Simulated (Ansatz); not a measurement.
# LuGaN2: the cost of one run

Computed with Ansatz 0.2.0 (plane waves, PAW, unless a step's input says otherwise).

3 further runs of the same task are left out: 3 that didn't finish.

### Step 1. The structure to begin with

It takes space group R-3m (No. 166, trigonal). Conventional cell: a = 3.218 Å, b = 3.218 Å, c = 15.201 Å, α = 90.00°, β = 90.00°, γ = 120.00°. Ga (site symmetry -3m) is surrounded by 6 N at 2.20 Å. Lu (site symmetry -3m) has 6 N at 2.30 Å as nearest neighbours. N (site symmetry 3m) has 3 Ga at 2.20 Å and 3 Lu at 2.30 Å as nearest neighbours.

As a file:

```
CELL_PARAMETERS angstrom
1.60905 0.92899 5.06700
-1.60905 0.92899 5.06700
0.00000 -1.85797 5.06700
ATOMIC_POSITIONS crystal
Ga 0.00000 0.00000 0.00000
Lu 0.50000 0.50000 0.50000
N 0.25638 0.25638 0.25638
N 0.74362 0.74362 0.74362
```

The cell was relaxed beforehand with r2SCAN; those runs aren't shown. No run includes spin-orbit coupling, which matters for Lu.

### Step 2. PBE, anion s p, 6×6×6

input.yaml reads:

```yaml
crystal:
  lattice:
    - [1.6090532517, 0.928987328, 5.0670006812]
    - [-1.6090532517, 0.928987328, 5.0670006812]
    - [0.0, -1.857974656, 5.0670006812]
  atoms:
    - { symbol: Ga, position: [1.0, 0.0, 0.0] }
    - { symbol: Lu, position: [0.5, 0.5, 0.5] }
    - { symbol: "N", position: [0.256382637, 0.256382637, 0.256382637] }
    - { symbol: "N", position: [0.743617363, 0.743617363, 0.743617363] }
kpoints:
  mp_grid: { grid: [8, 8, 8] }
  band_path:
    path:
      - [[0.0, 0.0, 0.0], [0.5, 0.5, 0.5], [0.8109241311213, 0.1890758688787, 0.5]]
      - [[0.5, -0.1890758688787, 0.1890758688787], [0.5, 7.06388803123e-17, -8.135245671469e-17], [0.0, 0.0, 0.0], [0.3445379344393, -0.3445379344393, -4.323092624045e-17]]
      - [[0.6554620655607, 1.627313560611e-16, 0.3445379344393], [0.5, 5.4927524307e-17, 0.5], [0.0, 0.0, 0.0]]
    npoints: 10
hamiltonian:
  xc: pbe
scf:
  occupations: { method: fixed }
  n_extra_bands: 6
output:
  forces: false
  stress: false
  eigenvalues: true
  wannier:
    kmesh: [6, 6, 6]
    projections: [{ species: "N", l: s, shell: 2 }, { species: "N", l: p, shell: 2 }]
    minimise: true
    write_hr: true
    conv_tol: 1.0e-08
    max_iter: 3000
```

The run is started by

```
> ansatz run input.yaml --threads 4 --pin off --max-ram 3686MiB --backend cpu --events-out ev --progress --plain --runs-dir out
```

Q: Estimate wall time and peak memory on 4 threads of Arm Neoverse V1, shared host.

About 4.3 s, with a peak of 0.4 GiB.
